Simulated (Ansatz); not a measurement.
**GaSi (quartet): geometry optimisation**

Where does this start of GaSi (quartet) end when it is relaxed?

The runs use Ansatz 0.2.0, Gaussian basis; UKS PBE0/def2-TZVP.

### Step 1. Where the work starts

2 atoms, charge 0, spin multiplicity 4.

Atoms are counted from 1 here; the program's logs count them from 0.

Bond lengths: Si1–Ga2 2.167 Å.

The start is set by covalent radii. Sticks and bond lists go by distance. No spin-orbit coupling is included. 

### Step 2. Relaxation

in.yaml

```yaml
crystal:
  periodic: [false, false, false]
  atoms:
    - {symbol: Si, position_ang: [0.000000, 0.000000, 0.000000]}
    - {symbol: Ga, position_ang: [0.000000, 0.000000, 2.166900]}
basis:
  gaussian: {orbitals: def2-TZVP}
magnetization: {spin_polarized: true, initial_magnetization: 3}
hamiltonian: {xc: pbe0}
relax: {f_tol: 0.004, max_steps: 80}
```

Launch:

```sh
> ansatz run in.yaml --threads 1 --pin off --events-out ev --progress --plain --max-ram 2176MiB
```

Q: Predict the outcome of this session. Wanted: energy gained; shift from the start; total energy; dipole moment; ⟨S²⟩.

The runs gave:

| quantity | value |
| --- | --- |
| steps | 5 |
| energy gained | 0.305 eV |
| shift from the start (rms) | 0.126 Å |
| total energy | -60243.1690 eV |
| dipole moment | 1.35 D |
| ⟨S²⟩ | 3.753 |

What this shows: The bonds of the start are those of the end. Si1–Ga2 went from 2.167 to 2.418 Å. No vibrations were run, so this is a stationary point, not a proven minimum, and this spin need not be the ground state's.
